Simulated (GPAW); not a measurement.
Runs of GPAW 26.7.0 on NaLaMnMoO6. The typed cell holds 10 atoms: a = 5.432 Å, b = 5.507 Å, c = 5.716 Å, α = 64.76°, β = 88.96°, γ = 63.78°. The cell was built by a generator and needn't be a form met in nature.

```csv
level,gap on the mesh (eV),pressure (GPa),moment (μB),largest force (eV/Å)
PBE+D3,0.13,-1.2,5.00,(a)
PBE+D4,0.13,-2.1,5.00,0.08
PBE,0.13,0.2,5.00,0.07
PBE+D3(BJ),0.13,-2.1,5.00,0.07
```

Alike in all rows: task single point; potentials or basis GPAW PAW data sets (gpaw-data 1.2.1), pw; spin collinear, ferromagnetic start; cell as given; k mesh 3 × 3 × 3; cutoff (eV) 800; smearing fermi-dirac 0.05 eV; the mesh is coarse, so values aren't converged.

Q: Estimate the missing entries.

A: (a) 0.12.

Caveats: all runs use coarse meshes; one-centre terms of the f shell are cut off; spin-orbit coupling is left out, which moves the levels of the heavy elements; an odd mesh through Γ misses points on the zone boundary, where band edges often lie; a cell with one magnetic atom can't hold antiferromagnetic order, which such compounds often take.

A k mesh can miss the band edges, and the runs leave out spin-orbit coupling on La, Mo.

Not every run made on this cell is shown here.
